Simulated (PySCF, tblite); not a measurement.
**CH7B2N2 radical: geometry, infrared bands and EPR parameters**

Aim: predict the infrared bands and EPR parameters of CH7B2N2 radical (`B[N]CBN`).

The runs use tblite 0.8.0 and PySCF 2.14.0, with density-fitted response routines of our own; the level of theory stands in each step. All values are computed, except where a source is named. Atoms are numbered from 0 throughout.

## Step 1: The molecule as given

12 atoms, charge 0, multiplicity 2; geometry from: force field or distance geometry start.

Bonds of the start (Å): B0–N1 1.54, N1–C2 1.44, C2–B3 1.60, B3–N4 1.52, B0–H5 1.18, B0–H6 1.17, C2–H7 1.11, C2–H8 1.11, B3–H9 1.18, N4–H10 1.05, N4–H11 1.04.

## Step 2: Relaxing the molecule with GFN2-xTB

Job settings and geometry (Å):

```
{"job": {"kind": "relax", "xc": "GFN2-xTB", "basis": "xTB"}, "charge": 0, "multiplicity": 2}
B      2.449200    -0.344200     0.522100
N      1.037800    -0.083000     1.075700
C      0.144400     0.294200     0.011400
B     -1.311500     0.563500     0.609300
N     -2.508000    -0.267000     0.165700
H      3.035300     0.532000    -0.002500
H      2.938800    -1.402700     0.637300
H      0.070700    -0.507100    -0.748400
H      0.482400     1.236400    -0.474400
H     -1.463400     1.394800     1.439700
H     -2.591200    -0.144700    -0.877700
H     -2.283300    -1.272700     0.336500
```

On the command line:

```sh
$ OMP_NUM_THREADS=1 python probes_run.py task.json out
```

This one command runs all jobs of the session in turn.

Standard output:

```text
step      E/eV     max force
  0    -378.47960    4.307
  1    -378.93118    3.134
  2    -378.96630    6.276
  3    -379.19875    1.306
  4    -379.23898    0.850
  5    -379.30029    0.593
  6    -379.32984    0.608
  7    -379.41857    0.827
  8    -379.48115    0.776
  9    -379.53279    0.600
 10    -379.57625    0.581
 11    -379.61065    0.564
 12    -379.64985    0.540
 13    -379.68353    0.402
 14    -379.70626    0.351
 15    -379.72359    0.328
 16    -379.74174    0.360
 17    -379.76008    0.378
 18    -379.77996    0.421
 19    -379.80454    0.517
 20    -379.83860    0.619
 21    -379.87848    0.697
 22    -379.93011    0.807
 23    -379.99166    0.705
 24    -380.12652    1.470
 25    -380.26543    2.254
 26    -380.39655    1.499
 27    -380.56062    1.509
 28    -380.64942    1.027
 29    -380.69748    0.723
 30    -380.74421    0.734
 31    -380.81260    0.916
 32    -380.81487    1.279
 33    -380.84599    0.358
 34    -380.86296    0.339
 35    -380.89255    0.576
 36    -380.90651    0.335
 37    -380.91976    0.398
 38    -380.93720    0.528
 39    -380.95638    0.472
 40    -380.97256    0.387
 41    -380.98734    0.245
 42    -380.99731    0.213
 43    -381.00406    0.205
 44    -381.00848    0.181
 45    -381.01156    0.208
 46    -381.01433    0.161
 47    -381.01720    0.141
 48    -381.01899    0.112
 49    -381.02013    0.096
 50    -381.02106    0.083
 51    -381.02182    0.089
 52    -381.02254    0.094
 53    -381.02327    0.090
 54    -381.02399    0.081
 55    -381.02467    0.080
 56    -381.02549    0.089
 57    -381.02658    0.103
 58    -381.02771    0.102
 59    -381.02849    0.071
 60    -381.02895    0.065
 61    -381.02939    0.060
 62    -381.02997    0.060
 63    -381.03057    0.065
 64    -381.03103    0.057
 65    -381.03141    0.063
 66    -381.03189    0.084
 67    -381.03265    0.087
 68    -381.03339    0.071
 69    -381.03382    0.057
 70    -381.03403    0.058
 71    -381.03430    0.064
 72    -381.03482    0.068
 73    -381.03561    0.073
 74    -381.03636    0.075
 75    -381.03680    0.060
 76    -381.03706    0.044
 77    -381.03732    0.042
 78    -381.03763    0.038
 79    -381.03787    0.026
 80    -381.03799    0.030
 81    -381.03807    0.026
 82    -381.03816    0.024
 83    -381.03825    0.021
 84    -381.03834    0.024
 85    -381.03843    0.030
 86    -381.03858    0.035
 87    -381.03882    0.041
 88    -381.03915    0.043
 89    -381.03948    0.037
 90    -381.03971    0.031
 91    -381.03988    0.033
 92    -381.04008    0.031
 93    -381.04025    0.029
 94    -381.04036    0.021
 95    -381.04043    0.020
 96    -381.04049    0.020
 97    -381.04056    0.019
 98    -381.04066    0.030
 99    -381.04080    0.027
100    -381.04098    0.032
101    -381.04112    0.031
102    -381.04121    0.022
103    -381.04126    0.022
104    -381.04130    0.017
105    -381.04135    0.012
106    -381.04138    0.014
107    -381.04140    0.016
108    -381.04143    0.017
109    -381.04150    0.026
110    -381.04170    0.048
111    -381.04221    0.095
112    -381.04329    0.147
113    -381.04476    0.167
114    -381.04852    0.212
115    -381.04865    0.295
116    -381.05136    0.243
117    -381.05322    0.311
118    -381.05483    0.087
119    -381.05773    0.162
120    -381.05658    0.469
121    -381.06170    0.398
122    -381.06329    0.259
123    -381.06785    0.178
124    -381.06877    0.379
125    -381.07214    0.255
126    -381.07403    0.186
127    -381.07535    0.138
128    -381.07435    0.267
129    -381.07663    0.118
130    -381.07702    0.045
131    -381.07746    0.079
132    -381.07776    0.076
133    -381.07789    0.059
134    -381.07801    0.048
135    -381.07810    0.030
136    -381.07815    0.025
137    -381.07820    0.030
138    -381.07823    0.025
139    -381.07826    0.022
140    -381.07829    0.011
141    -381.07829    0.007
```

Run time: 0.55 s. Hardware: 1 thread of Arm Neoverse V1, shared host.

Relaxation path: (not every step is listed)

| step | energy from step 0 (eV) | largest force (eV/Å) |
| --- | --- | --- |
| 0 | 0.0000 | 4.3069 |
| 1 | -0.4516 | 3.1344 |
| 2 | -0.4867 | 6.2759 |
| 3 | -0.7192 | 1.3063 |
| 4 | -0.7594 | 0.8503 |
| 5 | -0.8207 | 0.5928 |
| 6 | -0.8502 | 0.6081 |
| 7 | -0.9390 | 0.8273 |
| 8 | -1.0016 | 0.7758 |
| 20 | -1.3590 | 0.6188 |
| 32 | -2.3353 | 1.2793 |
| 44 | -2.5289 | 0.1812 |
| 56 | -2.5459 | 0.0893 |
| 68 | -2.5538 | 0.0713 |
| 80 | -2.5584 | 0.0296 |
| 92 | -2.5605 | 0.0313 |
| 104 | -2.5617 | 0.0174 |
| 116 | -2.5718 | 0.2431 |
| 128 | -2.5947 | 0.2672 |
| 136 | -2.5985 | 0.0246 |
| 137 | -2.5986 | 0.0304 |
| 138 | -2.5986 | 0.0254 |
| 139 | -2.5987 | 0.0217 |
| 140 | -2.5987 | 0.0112 |
| 141 | -2.5987 | 0.0071 |

Close pairs (by a distance rule), those that changed most:

| bond | before (Å) | after (Å) | change (Å) |
| --- | --- | --- | --- |
| B0–N1 | 1.538 | 1.318 | -0.221 |
| B3–N4 | 1.523 | 1.377 | -0.146 |
| N1–C2 | 1.440 | 1.382 | -0.058 |
| N4–H10 | 1.054 | 1.007 | -0.047 |
| N4–H11 | 1.045 | 1.007 | -0.038 |
| C2–B3 | 1.597 | 1.617 | +0.020 |
| B3–H9 | 1.185 | 1.168 | -0.016 |
| C2–H8 | 1.113 | 1.098 | -0.015 |

The final coordinates are the input of the step that follows.

## Step 3: Infrared spectrum with GFN2-xTB

Job settings and geometry (Å):

```
{"job": {"kind": "ir", "xc": "GFN2-xTB", "basis": "xTB"}, "charge": 0, "multiplicity": 2}
B      2.006135    -0.522744     0.574401
N      1.195607     0.247447    -0.122958
C      0.053852     0.908958    -0.534871
B     -1.042378     0.476228     0.572225
N     -1.755676    -0.683450     0.367974
H      3.135406    -0.637692     0.248987
H      1.636437    -1.120438     1.530521
H     -0.235199     0.584201    -1.544729
H      0.218337     1.994129    -0.544444
H     -1.174300     1.094439     1.554775
H     -1.642468    -1.265196    -0.446340
H     -2.394556    -1.076567     1.039078
```

Standard output:

```text
mode    cm-1     km/mol
  1      65.5      3.64
  2     128.3      0.95
  3     158.9      2.05
  4     167.8     29.47
  5     274.0      4.31
  6     345.7      0.31
  7     535.3      1.00
  8     629.6    214.67
  9     769.8     10.60
 10     783.4     35.07
 11     784.0     39.04
 12     800.8     17.52
 13     818.0      2.60
 14     953.9     17.36
 15     965.4      9.95
 16    1063.4    107.08
 17    1115.0      7.25
 18    1168.3      5.94
 19    1192.3     81.91
 20    1366.5    188.88
 21    1464.2     21.17
 22    1536.1    120.91
 23    1687.6     37.83
 24    2400.7     95.00
 25    2482.6    132.42
 26    2654.5    138.50
 27    2846.5     90.33
 28    2879.8     76.92
 29    3474.8      2.81
 30    3509.6      0.28
```

Wall time 0.2 s (1 thread of Arm Neoverse V1, shared host).

The strongest bands and the atoms that carry them (share of the mass-weighted mode):

| cm⁻¹ | km/mol | atoms |
| --- | --- | --- |
| 630 | 214.7 | H10 38 %, H11 33 %, N4 23 % |
| 1063 | 107.1 | H9 47 %, B3 21 %, N4 13 %, H10 11 % |
| 1366 | 188.9 | B3 57 %, N4 17 %, H11 11 % |
| 1536 | 120.9 | H10 38 %, H11 36 %, N4 20 % |
| 2401 | 95.0 | H6 89 % |
| 2483 | 132.4 | H5 90 % |
| 2654 | 138.5 | H9 92 % |
| 2846 | 90.3 | H7 79 %, H8 13 % |

## Step 4: g tensor and hyperfine couplings: B3LYP/pcH-1

The job, as its differences from that of step 3:

```diff
@@ -1,2 +1,2 @@
-{"job": {"kind": "ir", "xc": "GFN2-xTB", "basis": "xTB"}, "charge": 0, "multiplicity": 2}
+{"job": {"kind": "epr", "basis": "pcH-1"}, "charge": 0, "multiplicity": 2}
 B      2.006135    -0.522744     0.574401
```

Method: UKS B3LYP, pcH-1 on B C H N, non-relativistic, mean-field spin-orbit, GIAO.

Standard output:

```text
UKS, coarse grid
  cycle   1  E = -201.50028476  |g| = 3.18e-01
  cycle   2  E = -201.48825088  |g| = 3.86e-01
  cycle   3  E = -201.55172638  |g| = 8.06e-02
  cycle   4  E = -201.55454699  |g| = 3.18e-02
  cycle   5  E = -201.55497259  |g| = 1.54e-02
  cycle   6  E = -201.55508978  |g| = 4.55e-03
  cycle   7  E = -201.55510709  |g| = 1.31e-03
  cycle   8  E = -201.55511003  |g| = 5.58e-04
UKS, final grid
  cycle   1  E = -201.55509621  |g| = 5.93e-04
  cycle   2  E = -201.55509611  |g| = 7.95e-04
  cycle   3  E = -201.55509646  |g| = 1.25e-04
  cycle   4  E = -201.55509647  |g| = 8.01e-05
  cycle   5  E = -201.55509648  |g| = 3.44e-05
  cycle   6  E = -201.55509648  |g| = 7.73e-06
E = -201.55509648 Eh   <S^2> = 0.7571 (exact 0.7500)
g shifts (ppm)      1          2          3
  rmc          -206       -206       -206
  gc              3         42         15
  oz_so         121       1737       2020
  total         -82       1573       1829
hyperfine (MHz)  atom isotope    a_iso     a_fc   dipolar eigenvalues
    0   11B     -43.02     -43.02    -10.67     -0.99     11.66
    1   14N      41.58      41.58    -38.77    -32.76     71.53
    2   13C     -25.84     -25.84     -8.96     -3.81     12.78
    3   11B      77.72      77.72     -7.50     -7.05     14.55
    4   14N       0.53       0.53     -0.92     -0.58      1.50
    5    1H     193.81     193.81     -5.15     -3.30      8.45
    6    1H     231.48     231.48     -4.60     -1.98      6.58
    7    1H      43.69      43.69     -5.62     -4.95     10.57
    8    1H      54.73      54.73     -5.85     -5.13     10.98
    9    1H       3.04       3.04     -3.11     -2.72      5.83
   10    1H       1.94       1.94     -2.54     -0.62      3.17
   11    1H       6.35       6.35     -2.15     -1.35      3.50
```

Wall time 24 s (1 thread of Arm Neoverse V1, shared host); peak memory 0.68 GiB.

Principal g values 2.00224, 2.00389, 2.00415; g(iso) = 2.00343, against 2.00232 for a free electron.

Mean a(iso) over the nuclei that a row names, and the largest dipolar term of the row (other rows stand at the frozen geometry):

| nuclei | isotope | a(iso) (MHz) | a(iso) (G, at g = 2.0023) | largest dipolar term (MHz) |
| --- | --- | --- | --- | --- |
| H5, H6 | 1H | 212.6 | 75.9 | 8.5 |
| B3 | 11B | 77.7 | 27.7 | 14.6 |
| H7, H8 | 1H | 49.2 | 17.6 | 11.0 |
| B0 | 11B | -43.0 | -15.4 | 11.7 |
| N1 | 14N | 41.6 | 14.8 | 71.5 |
| C2 | 13C | -25.8 | -9.2 | 12.8 |
| H10, H11 | 1H | 4.1 | 1.5 | 3.5 |
| H9 | 1H | 3.0 | 1.1 | 5.8 |
| N4 | 14N | 0.5 | 0.2 | 1.5 |

Mulliken spin populations:

| atom | value (e) |
| --- | --- |
| B0 | -0.15 |
| N1 | 0.78 |
| C2 | -0.02 |
| B3 | 0.08 |
| N4 | 0.01 |
| H5 | 0.11 |
| H6 | 0.14 |
| H7 | 0.02 |
| H8 | 0.02 |
| H9 | 0.00 |
| H10 | 0.00 |
| H11 | 0.00 |

In first order the couplings over 0.8 MHz of 1H, 11B, 14N give 2592 distinct lines over 349.8 G, if the averaged nuclei exchange fast; the same motion can average rows kept apart here too.

Orbitals, density, ELF and potential are computed afterwards from the orbital file.

ELF in a plane through or near 6 of the atoms.

Values, 10 rows by 14 columns:
```
0.00 0.00 0.00 0.00 0.00 0.00 0.00 0.00 0.00 0.00 0.00 0.00 0.00 0.00
0.00 0.00 0.00 0.00 0.00 0.00 0.00 0.00 0.00 0.00 0.00 0.00 0.00 0.00
0.00 0.00 0.00 0.01 0.38 0.89 0.38 0.00 0.00 0.02 0.01 0.00 0.00 0.00
0.00 0.00 0.17 0.15 0.79 1.00 0.74 0.02 0.44 0.84 0.95 0.32 0.00 0.00
0.00 0.15 0.99 0.99 0.18 0.30 0.16 0.17 0.88 0.65 0.84 0.18 0.00 0.00
0.00 0.05 0.97 0.92 0.38 0.69 0.66 0.64 0.22 0.88 0.62 0.15 0.00 0.00
0.00 0.00 0.07 0.03 0.30 0.79 0.75 0.24 0.72 0.26 0.22 0.01 0.00 0.00
0.00 0.00 0.00 0.00 0.01 0.04 0.89 0.84 0.09 0.01 0.00 0.00 0.00 0.00
0.00 0.00 0.00 0.00 0.00 0.03 0.60 0.47 0.01 0.00 0.00 0.00 0.00 0.00
0.00 0.00 0.00 0.00 0.00 0.00 0.00 0.00 0.00 0.00 0.00 0.00 0.00 0.00
```
The map spans 11.5 Å across and 9.3 Å up, centred on the molecule. Atoms in the plane (x, y in Å): B0 (-2.0, 0.6), N1 (-1.2, -0.4), C2 (-0.1, -1.2), N4 (1.8, 0.6), H5 (-3.1, 0.5), H11 (2.4, 1.3).

On the surface of density 0.002 e/bohr³ the electrostatic potential runs, from the 1st to the 99th percentile, from -0.77 V near N1 to 2.03 V near H10.

The spin density lies nearest to N1 60 %; H5, H6 about 8 % each.

## Step 5: Summary of results

| quantity | value |
| --- | --- |
| strongest single infrared mode (GFN2-xTB) | 630 cm⁻¹, 215 km/mol |
| zero-point energy (GFN2-xTB) | 55.8 kcal/mol |
| g(iso) (B3LYP) | 2.00343 |
| ⟨S²⟩ | 0.757 (exact 0.75) |
| largest a(iso) (averaged by class) | 1H on H5, H6, 212.6 MHz |
| potential on the surface of density 0.002 e/bohr³, 1st and 99th percentile | -0.77 V and 2.03 V |

What this shows: The optimisation took 141 steps and gained 2.599 eV; among the close pairs (by a distance rule), B0–N1 changed most, from 1.538 to 1.318 Å. All 30 modes are real, so the xTB geometry is a minimum. The strongest single mode, at 630 cm⁻¹, moves mainly H10 and H11. Unscaled tight-binding wavenumbers are off by several per cent, some by more. Its intensities can rank the bands wrongly. N1 carries the largest spin population, 0.78 e. The isotropic g lies 1.1 ppt above the free-electron value. The conformer search found further structures of the same energy, which may be mirror or relabelled copies of this one.
